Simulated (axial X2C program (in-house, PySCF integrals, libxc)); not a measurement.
# Linear AsSH at several levels

One table from this session's results is given with a row withheld; the runs are named, their logs left out.

Method: all-electron X2C, two-component (2c) or spin-free, As dyall-v3z, S dyall-av3z, H dyall-v3z; program: an in-house X2C program for linear molecules on PySCF integrals.

All values are calculated.

2 further runs of the same task are left out: 2 set aside as unsound or not needed.

The first run:

The input, task.json:

```json
{
 "zs": [
  33,
  16,
  1
 ],
 "q": 0,
 "bas": [
  "dyall-v3z",
  "dyall-av3z",
  "dyall-v3z"
 ],
 "r0": [
  2.24,
  1.34
 ],
 "symm": 0,
 "scan": [
  "PBE0",
  "HF",
  "LDA"
 ],
 "levels": [
  "PBE0",
  "HF",
  "B3LYP"
 ],
 "nst": 2
}
```

Keys: zs atomic numbers; q charge; bas basis sets; r0 starting distance in Å; symm equal bonds; scan levels of the two-bond scan (MP2 follows by itself at each HF point); levels methods; nst determinants followed.

Run with:

```sh
$ python solin.py task.json out
```

Masses As 74.922, S 31.972, H 1.008 u.

Among the steps run: Scan at PBE0, 2c; Scan at HF, 2c; Scan at LDA, 2c.

One table of the session follows, with a row left open; its other results are not shown here.

| level | r(As–S) (Å) | r(S–H) (Å) | lower stretch (cm⁻¹) | upper stretch (cm⁻¹) |
| --- | --- | --- | --- | --- |
| PBE0, 2c | 2.166 | 1.337 | 428.5 | 2748.1 |
| HF, 2c | 2.204 | 1.322 | 404.7 | 2878.1 |
| LDA, 2c | 2.151 | 1.351 | 429.4 | 2639.6 |
| MP2, 2c | 2.180 | 1.332 | 430.1 | 2785.0 |
| PBE0, spin-free | 2.165 | 1.336 | 429.4 | 2752.2 |
| HF, spin-free | 2.203 | 1.321 | 405.9 | 2882.1 |
| LDA, spin-free | 2.149 | 1.350 | 430.4 | 2647.0 |
| MP2, spin-free | ? | ? | ? | ? |

Estimate the missing values for MP2, spin-free.

**Answer.** r(As–S) (Å): 2.179; r(S–H) (Å): 1.332; lower stretch (cm⁻¹): 430.5; upper stretch (cm⁻¹): 2785.1. In the column «r(As–S) (Å)» it lies between PBE0, 2c (2.166) and MP2, 2c (2.180).

Scans not shown above were run alike.

**Reading.** Over the levels the As–S bond spans 2.149 to 2.204 Å and the S–H bond 1.321 to 1.351 Å. At PBE0 going from spin-free to two-component moves the bonds by +0.001 and +0.000 Å. Each state is one determinant, the lowest of a limited PBE0 search; the stretches come from a fit to few points and are good to some per cent at best. MP2 freezes inner shells (threshold -2 hartree). The molecule was held linear; bending was not examined, so a bent shape may lie lower. Open-shell Ω = 0 determinants with evenly filled partner blocks cannot be reached by this program, so the Ω shown need not be the lowest component. Note: several unpaired electrons, one determinant need not be a pure state.
